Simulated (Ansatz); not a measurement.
Consider a test of the smearing width of LiZn₃, space group Fm-3m (Ansatz 0.2.0 through its Python package).

The script reads `lizn3.xyz`:
```text
4
Lattice="0.0 3.01111119 3.01111119 3.01111119 0.0 3.01111119 3.01111119 3.01111119 0.0" Properties=species:S:1:pos:R:3 pbc="T T T"
Li    0.00000000    0.00000000    0.00000000
Zn    1.50555559    1.50555559    1.50555559
Zn    4.51666678    4.51666678    4.51666678
Zn    3.01111119    3.01111119    3.01111119
```

The script, `lizn3_smear.py`:
```python
"""Smearing width test for LiZn3."""

import csv

import ansatz as az

system = az.Crystal.from_extxyz("lizn3.xyz")

model = (
    system.calculation()
    .functional("LDA")
    .pseudopotentials("paw")
    .basis(16 * az.Ha)
    .kpoints(7, center="gamma")
    .band_table()
)

rows = []
for value in [0.3, 0.2, 0.1, 0.05]:
    r = model.occupations("fermi_dirac", width=value).run(threads=1, pin="off").report
    rows.append((value, r["free_energy_ev"] / len(r["lattice"]["sites"]), r["n_iterations"], r["gap_by_band_count_ev"], r["n_kpoints"]))

with open("smear.csv", "w", newline="") as handle:
    writer = csv.writer(handle)
    writer.writerow(["width (eV)", "F/atom (eV)", "iterations", "gap by band count (eV)", "k-points"])
    writer.writerows([round(v, 5) if isinstance(v, float) else v for v in row] for row in rows)

# differences from the last row
for row in rows[:-1]:
    shift = 1000 * (row[1] - rows[-1][1])
    print(f"{row[0]}: {shift:+.2f} meV/atom" + ("  (within 2 meV)" if abs(shift) < 2 else ""))
```

How much does the free energy per atom change between the narrowest and the widest smearing, and why?

Going from 0.05 to 0.3 eV changes F by -34.5 meV an atom. With this scheme F falls roughly as the square of the width; the report's estimate for zero width (energy_sigma0_ev) moves by only -2.4 meV.

What the script printed:

```console
$ python lizn3_smear.py
0.3: -34.51 meV/atom
0.2: -15.74 meV/atom
0.1: -3.70 meV/atom
```

File `smear.csv` afterwards:
```csv
width (eV),F/atom (eV),iterations,gap by band count (eV),k-points
0.3,-2485.30917,9,-4.82481,20
0.2,-2485.2904,9,-4.82485,20
0.1,-2485.27836,9,-4.82516,20
0.05,-2485.27466,9,-4.8254,20
```

Reading the output:
- The mesh is modest for a metal, so energies can be off by several to tens of meV an atom and pressures by half a GPa or more; differences at equal mesh fare better.
- The smearing is wide enough that free energy and stress hold a thermal part of the electrons.
- A gap by band count of zero or less means overlapping bands, a metal, and at an odd count of electrons it is no gap at all.
- The narrowest width needs the finest mesh, so the last row is no converged reference.
- The structure comes from a database of computed cells and needn't be a stable or known phase.
- Gaps and levels are Kohn-Sham values on a finite set of k-points.
- Cost: of the order of 8 core-seconds.

(Lines on the test bed's own set-up are left out of the output.)
